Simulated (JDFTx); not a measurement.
**AlCl (aluminium monochloride): solvation with PBEsol**

Molecule: AlCl (aluminium monochloride), in a box.

```
Al Cl
1.0
     9.00000    0.00000    0.00000
     0.00000    9.00000    0.00000
     0.00000    0.00000   12.00000
Al Cl
1 1
Cartesian
  4.5130 4.5210 4.9689
  4.5130 4.5210 7.0991
```

| Quantity | Value |
| --- | --- |
| Program | JDFTx 1.7.0 (patched build) |
| Task | solvation |
| Functional | PBEsol |
| Potentials or basis | PseudoDojo-SR-PBEsol-0.4.1-standard with smoothed tails |
| Cutoff | 789 eV |
| Density cutoff | 3157 eV |
| k mesh | 1 × 1 × 1 |
| Occupations | fixed |
| Spin | no spin polarisation |
| Check on overlapping cores | none |
| Liquid model | LinearPCM |
| Variant of the liquid model | SCCS_g09 |
| Solvent | H2O |
| Local potential set to -Z/r beyond | 6 bohr |
| Bands | 10 |
| Density cutoff over wavefunction cutoff | 4 |
| Max SCF steps | 100 |
| SCF threshold on the energy | 1e-06 Ha |
| Solver of the electrons | minimize |
| Further solve for the empty bands | no |
| Start | saved state of an earlier run |

```
Largest force    : 0.583 eV/Å
Loewdin charges  : Al +0.40; Cl -0.33 e
Solvation energy : -0.082 eV
```

Forces in eV/Å, atoms in the order of the input:
```
Al   0.000  0.000 -0.576
Cl   0.000  0.000  0.583
```

Wall time 28 s on 1 thread of Intel(R) Xeon(R) Platinum 8559C (Emerald Rapids), on a shared host, peak memory 0.31 GiB.

Caveat: forces may be off by hundredths of an eV/Å; forces in the liquid are good to some per cent; the liquid is a continuum model, checked here against plausible ranges alone.
